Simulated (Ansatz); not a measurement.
# CuGe4: the cost of one run

Method: DFT PBE+D3(BJ), scalar-relativistic, plane waves, PAW, in Ansatz 0.2.0.

7 further runs of the same task are left out: 7 set aside as unsound or not needed.

## Step 1: The system as given

The structure is trigonal, space group P3m1 (No. 156). Conventional cell: a = 4.030 Å, b = 4.030 Å, c = 21.598 Å, α = 90.00°, β = 90.00°, γ = 120.00°. Ge (site symmetry 3m) is surrounded by 3 Ge at 2.47 Å. Around Ge (site symmetry 3m) lie 4 Ge at 2.47 to 2.61 Å. Ge (site symmetry 3m) has 4 Ge at 2.45 to 2.61 Å as nearest neighbours. Ge (site symmetry 3m) has 3 Ge at 2.45 Å and 1 Cu at 2.80 Å as nearest neighbours. Cu (site symmetry 3m) is surrounded by 1 Ge at 2.80 Å.

As a file:

```
CELL_PARAMETERS angstrom
4.03036 0.00000 0.00000
-2.01518 3.49039 0.00000
0.00000 0.00000 21.59841
ATOMIC_POSITIONS crystal
Ge 0.33333 0.66667 0.18520
Ge 0.00000 0.00000 0.22329
Ge 0.00000 0.00000 0.34431
Ge 0.66667 0.33333 0.37958
Cu 0.66667 0.33333 0.50922
```

This is the geometry of the first run shown, built on a cell relaxed beforehand with the same method.

## Step 2: The scan

Atoms count from 1 in the order of the input.

Cu is moved over the surface cell at a fixed height above a rigid substrate; the origin of the map has the adsorbate above Ge4; the height is held at 2.80 Å.

First coordinate, position of Cu5 along the first surface vector, from above Ge4: 9 values from 0.000 to 0.889, periodic. Second coordinate, position of Cu5 along the second surface vector, from above Ge4: 9 values from 0.000 to 0.889, periodic.

Nothing else is relaxed. Points are written as (first, second).

The two vectors of the plane (Å): (4.030, 0.000, 0.000); (-2.015, 3.490, 0.000).

## Step 3: Point (0/9, 0/9) of the map's two axes

The cell repeats along c, and a dipole correction in the vacuum removes the field between the copies.

Contents of input.yaml:

```yaml
crystal:
  lattice:
    - [4.0303587933, 0.0, 0.0]
    - [-2.0151793967, 3.4903931014, 0.0]
    - [0.0, 0.0, 21.5984134729]
  atoms:
    - { symbol: Ge, position: [0.3333333333, 0.6666666667, 0.1851987881] }
    - { symbol: Ge, position: [0.0, 0.0, 0.2232892499] }
    - { symbol: Ge, position: [0.0, 0.0, 0.3443139757] }
    - { symbol: Ge, position: [0.6666666667, 0.3333333333, 0.3795840599] }
    - { symbol: Cu, position: [0.6666666667, 0.3333333333, 0.5092232115] }
basis:
  ecutwfc: 420
kpoints:
  mp_grid: { grid: [9, 9, 1] }
hamiltonian:
  xc: pbe
  pseudopotentials: { kind: paw, azcp: { folder: soft_1 } }
  dispersion: d3bj
scf:
  occupations: { method: gaussian, width: 0.1 }
output:
  forces: true
  eigenvalues: true
efield:
  axis: 3
  dipole_correction: true
  ramp_width: 0.04
```

On the command line:

```sh
ansatz run input.yaml --threads 1 --pin off --max-ram 3072MiB --backend cpu --events-out ev --progress --plain --runs-dir out
```

**Question.** How long does this run take on 1 thread of Arm Neoverse V1, shared host, and how much memory does it need?

About 21 s, with a peak of 0.48 GiB.
